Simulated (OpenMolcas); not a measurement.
# HF/aug-pcseg-2 run of GeHCl (SMILES [Cl][GeH])

Aim: the vertical singlet–triplet gap of GeHCl at HF/aug-pcseg-2, from 2 runs. 

Program for the calculation: OpenMolcas 26.06.

1 further run of the same task is left out (set aside as unsound or not needed).

### Step 1. The molecule

The species is GeHCl (3 atoms), meant as a singlet with charge 0. As SMILES, `[Cl][GeH]`. Geometry: a GFN2-xTB relaxation, a rough one for these elements and not checked as a minimum.

Bond lengths: Cl1–Ge2 2.130 Å, Ge2–H3 1.668 Å. Angles: Cl1–Ge2–H3 95.1°.

### Step 2. The charge distribution at HF/aug-pcseg-2

File mol.inp:

```
&GATEWAY
 BasLib=$CurrDir
 Coord
 3
 angstrom
 Cl       1.187680      -0.868590       0.547950
 Ge      -0.658180      -0.387810      -0.399090
 H       -0.529500       1.256400      -0.148860
 Basis=aug-pcseg-2
 Group=NoSym

&SEWARD

&SCF
 PrOrbitals=1 1

&LOCALISATION
 Cholesky
```

The basis set aug-pcseg-2 is read from a file made from the Basis Set Exchange's data (not shown).

On the command line:

```
export MOLCAS_MEM=1860
pymolcas mol.inp > mol.log
```

The program printed:

```text
--- Start Module: gateway ---
[...]
--- Stop Module: gateway /rc=_RC_ALL_IS_WELL_ ---
[...]
      Basis functions          132
[...]
--- Start Module: scf ---
[...]
       Convergence after  11 Iterations
[...]
::    Total SCF energy                              -2535.4885231547
[...]
      Total spin, S                                     0.0000000000
[...]
      Total electronic charge=   50.000000
      Total            charge=   -0.000000
[...]
      Dipole Moment (debye):
      Origin of the operator (angstrom)=   -0.0697   -0.5257   -0.0955
                   X= -1.3457E+00               Y=  2.8428E-01               Z= -6.9767E-01           Total=  1.5422E+00
      Quadrupole Moment (debye*angstrom):
[...]
--- Stop Module: scf /rc=_RC_ALL_IS_WELL_ ---
[...]
--- Start Module: localisation ---
[...]
--- Stop Module: localisation /rc=_RC_ALL_IS_WELL_ ---
[...]
```

Run time: 22 s. Hardware: 1 thread of Arm Neoverse V2, shared host; peak memory 0.94 GiB.

Atomic charges (e):

```csv
atom,Mulliken
Cl1,-0.526
Ge2,+0.392
H3,+0.134
```

### Step 3. The triplet, same level

File mol.inp:

```
* ClGeH Hartree-Fock

&GATEWAY
  BasLib=$CurrDir
  Coord
  3
  angstrom
  Cl       1.187680      -0.868590       0.547950
  Ge      -0.658180      -0.387810      -0.399090
  H       -0.529500       1.256400      -0.148860
  Basis=aug-pcseg-2
  Group=NoSym

&SEWARD

&SCF
  UHF
  Spin=3
  PrOrbitals=1 1
```

The basis set aug-pcseg-2 is read from a file made from the Basis Set Exchange's data (not shown).

On the command line:

```
export MOLCAS_MEM=1860
pymolcas mol.inp > mol.log
```

The program printed:

```text
--- Start Module: gateway ---
[...]
--- Stop Module: gateway /rc=_RC_ALL_IS_WELL_ ---
--- Start Module: seward ---
[...]
      Basis functions          132
--- Stop Module: seward /rc=_RC_ALL_IS_WELL_ ---
[...]
--- Start Module: scf ---
[...]
       Convergence after  19 Iterations
[...]
::    Total SCF energy                              -2535.4403866224
[...]
      Total spin, S                                     1.0063753858
[...]
      Total electronic charge=   50.000000
      Total            charge=   -0.000000
[...]
      Dipole Moment (debye):
      Origin of the operator (angstrom)=   -0.0697   -0.5257   -0.0955
                   X= -1.7320E+00               Y=  2.0728E-01               Z= -9.1541E-01           Total=  1.9700E+00
      Quadrupole Moment (debye*angstrom):
[...]
--- Stop Module: scf /rc=_RC_ALL_IS_WELL_ ---
[...]
```

It took 33 s on 1 thread of Arm Neoverse V2, shared host; peak memory 0.94 GiB.

Atomic charges (e):

```csv
atom,Mulliken
Cl1,-0.510
Ge2,+0.318
H3,+0.192
```

### Step 4. Summary of results

At HF/aug-pcseg-2:

| quantity | value |
| --- | --- |
| singlet: total energy | -2535.48852 Eh |
| singlet: dipole moment | 1.54 D |
| singlet: HOMO energy | -9.51 eV |
| singlet: LUMO energy | -0.12 eV |
| singlet: HOMO–LUMO gap | 9.39 eV |
| triplet: total energy | -2535.44039 Eh |
| triplet: dipole moment | 1.97 D |
| triplet: HOMO energy (highest over α and β) | -8.13 eV |
| triplet: LUMO energy (lowest over α and β) | -1.05 eV |
| triplet: ⟨S²⟩ | 2.019 |
| vertical energy of the triplet above the singlet | 1.310 eV |

What this shows: At this shape the triplet lies 1.31 eV (30 kcal/mol) above the singlet.
